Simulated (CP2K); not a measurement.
## GaGe under changes of volume

One of the cells (24.335 Å³/atom); the others are scaled copies at fixed shape and fractional positions:

```xyz
2
Lattice="4.0982 0.0000 0.0000 2.0491 3.5491 0.0000 2.0491 1.1830 3.3461" Properties=species:S:1:pos:R:3 pbc="T T T"
Ge    0.0000    0.0000    0.0000
Ga    2.0491    1.1830    0.8365
```

The cell comes from a database or a generator and needn't be the stable form of this composition.

* Program: CP2K 2026.2
* Functional: PBEsol
* Potentials or basis: POTENTIAL_UZH Ge GTH-PBE-q4, Ga GTH-PBE-q13; TZVP-MOLOPT-PBE-GTH basis
* Density cutoff: 6123 eV
* k mesh: 8 × 8 × 8
* Occupations: fermi-dirac, width 0.01 eV
* Spin: no spin polarisation

```csv
volume (Å³/atom),energy over the lowest point (meV/atom),pressure (GPa)
22.875,6.64,2.4
23.361,1.45,1.1
23.848,0.00,-0.1
24.335,1.86,-1.1
24.821,6.66,-2.0
25.308,?,?
25.795,23.77,-3.5
```

What does the run at 25.308 Å³/atom give?

Energy over the lowest point 14.07 meV/atom; pressure -2.8 GPa.

Worked out: A Birch-Murnaghan fit of order 3 (a polynomial in V^(-2/3)) to the other rows has its minimum at 23.81 Å³/atom with B0 = V·E''(V) = 54 GPa and B' = 5.0. It gives 14.06 meV/atom at 25.308 Å³/atom, against the run's 14.07, and -dE/dV = -2.8 GPa, against -2.8.

Energies are extrapolated to zero smearing.

Caveats: the potentials were made for another functional, which shifts forces and pressure; the basis of atomic orbitals isn't converged, which shifts pressures, moduli and gaps; the real-space grid breaks the cell's symmetry a little (some runs).
